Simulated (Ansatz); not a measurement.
# SnBH4 radical (SMILES [BH2][SnH2]): one structure at several levels

How do the functionals fare away from a minimum? The structure is a structure displaced at random from a GFN2-xTB minimum.

Method: single points in def2-TZVPP; program: Ansatz 0.2.0, Gaussian basis.

Correlated methods freeze the cores. Filled d shells of the heavier atoms are correlated. Core potentials replace the inner electrons past krypton, and spin-orbit coupling is left out. Orbitals are unrestricted.

## Step 1: Where the work starts

6 atoms, charge 0, spin multiplicity 2.

Atoms are counted from 1 here; the program's logs count them from 0.

Bond lengths: B1–Sn2 1.999 Å, B1–H3 1.088 Å, B1–H4 1.383 Å, Sn2–H5 1.594 Å, Sn2–H6 1.836 Å. Angles: Sn2–B1–H3 132.9°, Sn2–B1–H4 124.8°, H3–B1–H4 99.8°, B1–Sn2–H5 128.9°, B1–Sn2–H6 121.3°, H5–Sn2–H6 89.6°.

Geometry (Å):

```
B     0.1036   -1.0534    0.1474
Sn    0.3430    0.9062   -0.1643
H     0.0034   -1.6524    1.0502
H     0.4461   -2.0439   -0.7547
H     0.0485    1.7527   -1.4828
H    -0.5787    2.1489    0.8241
```

## Step 2: CCSD(T)/def2-TZVPP

File run/in.yaml:

```yaml
crystal:
  periodic: [false, false, false]
  atoms:
    - {symbol: B, position_ang: [0.103600, -1.053400, 0.147400]}
    - {symbol: Sn, position_ang: [0.343000, 0.906200, -0.164300]}
    - {symbol: H, position_ang: [0.003400, -1.652400, 1.050200]}
    - {symbol: H, position_ang: [0.446100, -2.043900, -0.754700]}
    - {symbol: H, position_ang: [0.048500, 1.752700, -1.482800]}
    - {symbol: H, position_ang: [-0.578700, 2.148900, 0.824100]}
basis:
  gaussian: {orbitals: def2-TZVPP}
magnetization: {spin_polarized: true, initial_magnetization: 1}
correlation: {method: ccsd_t}
scf: {omitted_lower_state_checks: [cluster_reference]}
output: {forces: true}
```

The command line of these runs was not kept.

## Step 3: PBE0-D4/def2-TZVPP

Edit run/in.yaml of step 2 so:

```diff
@@ -12,4 +12,3 @@
 magnetization: {spin_polarized: true, initial_magnetization: 1}
-correlation: {method: ccsd_t}
-scf: {omitted_lower_state_checks: [cluster_reference]}
-output: {forces: true}
+hamiltonian: {xc: pbe0, dispersion: d4}
+output: {forces: true, orbitals: {seedname: orbitals}}
```

## Step 4: wB97M-V/def2-TZVPP

Edit run/in.yaml of step 3 so:

```diff
@@ -12,3 +12,3 @@
 magnetization: {spin_polarized: true, initial_magnetization: 1}
-hamiltonian: {xc: pbe0, dispersion: d4}
-output: {forces: true, orbitals: {seedname: orbitals}}
+hamiltonian: {xc: {name: wB97M-V}}
+output: {forces: true}
```

## Step 5: r2SCAN-D4/def2-TZVPP

Edit run/in.yaml of step 4 so:

```diff
@@ -12,3 +12,3 @@
 magnetization: {spin_polarized: true, initial_magnetization: 1}
-hamiltonian: {xc: {name: wB97M-V}}
+hamiltonian: {xc: r2scan, dispersion: d4}
 output: {forces: true}
```

## Step 6: PBE-D4/def2-TZVPP

Edit run/in.yaml of step 5 so:

```diff
@@ -12,3 +12,3 @@
 magnetization: {spin_polarized: true, initial_magnetization: 1}
-hamiltonian: {xc: r2scan, dispersion: d4}
+hamiltonian: {xc: pbe, dispersion: d4}
 output: {forces: true}
```

## Step 7: r2SCANh-D4/def2-TZVPP

Edit run/in.yaml of step 6 so:

```diff
@@ -12,3 +12,3 @@
 magnetization: {spin_polarized: true, initial_magnetization: 1}
-hamiltonian: {xc: pbe, dispersion: d4}
+hamiltonian: {xc: {name: r2SCANh}, dispersion: d4}
 output: {forces: true}
```

## Step 8: BLYP-D4/def2-TZVPP

Edit run/in.yaml of step 7 so:

```diff
@@ -12,3 +12,3 @@
 magnetization: {spin_polarized: true, initial_magnetization: 1}
-hamiltonian: {xc: {name: r2SCANh}, dispersion: d4}
+hamiltonian: {xc: {name: BLYP}, dispersion: d4}
 output: {forces: true}
```

(Steps that only read results are left out.)

What does the calculation give? Wanted: energy less free atoms, CCSD(T)/def2-TZVPP; RMS force component; RMS force error; HOMO and LUMO, PBE0-D4; T1 diagnostic.

The runs gave:

```
                                  quantity                                                                                              value
energy less free atoms, CCSD(T)/def2-TZVPP                                                                                     -1343.7 kJ/mol
                       RMS force component                                                               1.899 to 2.006 eV/Å over the methods
                           RMS force error  PBE0-D4 0.115, wB97M-V 0.065, r2SCAN-D4 0.122, PBE-D4 0.222, r2SCANh-D4 0.096, BLYP-D4 0.203 eV/Å
                    HOMO and LUMO, PBE0-D4                                                                                 -6.64 and -3.75 eV
                             T1 diagnostic                                                                                              0.019
```

In words: Against CCSD(T) the functionals' energies less atoms differ by -48.6 to -21.1 kJ/mol, PBE-D4 by -33.8 kJ/mol. A larger basis would deepen the CCSD(T) value, while the functionals are nearly converged already, so the order here is not reliable. For forces wB97M-V does best and PBE-D4 worst. Frozen-core CCSD(T) forces in triple zeta carry basis errors of their own, and this is one geometry, so small gaps rank nothing.
